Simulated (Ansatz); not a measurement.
GeH5P, SMILES [PH2][GeH3], a short molecular-dynamics run

With Ansatz 0.2.0, Python API.

Notebook, run cell by cell (the value of a cell's last expression is shown):

In [1]:
```python
import ansatz
import numpy as np
```

In [2]:
```python
molecule = (
    ansatz.Crystal.molecule()
    .atom("P", [1.2514, -0.1182, 0.8649])
    .atom("Ge", [-0.8098, 0.186, -0.0729])
    .atom("H", [1.9433, 0.5939, -0.1955])
    .atom("H", [1.4386, -1.425, 0.2589])
    .atom("H", [-1.8386, -0.734, 0.6326])
    .atom("H", [-1.2386, 1.6664, 0.0923])
    .atom("H", [-0.7464, -0.1691, -1.5804])
)
```

In [3]:
```python
calc = molecule.calculation().basis(gaussian="def2-SVP").functional("pbe")
symbols = [site.symbol for site in molecule.cartesian_sites]
start = np.array([site.position_ang for site in molecule.cartesian_sites], dtype=float)
summary = calc.relax(force_tolerance=0.02).run(threads=1, pin="off").report
end = np.array(summary["positions_ang"])
minimum = ansatz.Crystal.molecule()
for symbol, place in zip(symbols, end):
    minimum = minimum.atom(symbol, place.tolist())
```

In [4]:
```python
# dynamics from the relaxed geometry
calc = minimum.calculation()
calc = calc.basis(gaussian="def2-SVP").functional("pbe")
calc = calc.md("nve", timestep=0.5, steps=20, temperature=200, initial_velocities="maxwell_boltzmann", seed=21)
frames = []
res = calc.session().plan().execute(on_event=lambda e: frames.append(e["data"]) if e["event"] == "md_step" else None)
print("t (fs)   E_pot (eV)      E_kin (eV)   T (K)   d(0-1) (A)")
for f in frames[::1]:
    xyz = np.array(f["positions_ang"])
    print(f"{f['time_fs']:6.2f} {f['lagrangian_ev']:14.5f} {f['e_kin_ev']:10.5f} {f['temperature_k']:8.1f} {np.linalg.norm(xyz[0] - xyz[1]):9.4f}")
kept = np.array([f["conserved_ev"] for f in frames])
print(f"conserved energy moves by at most {1000 * np.ptp(kept):.3f} meV")
```
```text
t (fs)   E_pot (eV)      E_kin (eV)   T (K)   d(0-1) (A)
  0.00   -65864.96993    0.12926    200.0    2.3488
  0.50   -65864.96730    0.12664    195.9    2.3483
  1.00   -65864.95957    0.11897    184.1    2.3478
  1.50   -65864.94776    0.10726    166.0    2.3473
  2.00   -65864.93358    0.09322    144.2    2.3468
  2.50   -65864.91919    0.07897    122.2    2.3463
  3.00   -65864.90678    0.06667    103.2    2.3458
  3.50   -65864.89815    0.05811     89.9    2.3452
  4.00   -65864.89434    0.05430     84.0    2.3447
  4.50   -65864.89540    0.05530     85.6    2.3441
  5.00   -65864.90043    0.06023     93.2    2.3436
  5.50   -65864.90781    0.06748    104.4    2.3430
  6.00   -65864.91558    0.07514    116.3    2.3425
  6.50   -65864.92187    0.08134    125.8    2.3419
  7.00   -65864.92519    0.08460    130.9    2.3413
  7.50   -65864.92467    0.08408    130.1    2.3408
  8.00   -65864.92012    0.07956    123.1    2.3402
  8.50   -65864.91198    0.07149    110.6    2.3397
  9.00   -65864.90123    0.06082     94.1    2.3391
  9.50   -65864.88920    0.04888     75.6    2.3386
 10.00   -65864.87738    0.03716     57.5    2.3381
conserved energy moves by at most 0.635 meV
```

Caveats:
- Total energies depend on the basis set; only differences at equal settings carry meaning.
- The trajectory is only some femtoseconds long, so its temperature is not equilibrated; where the script doesn't relax first, it starts from a rough generated geometry.
- The temperature counts the internal degrees of freedom alone.
- Hardware and time: 40 s on 1 thread of Arm Neoverse V2 (shared host), peak memory 0.21 GiB.
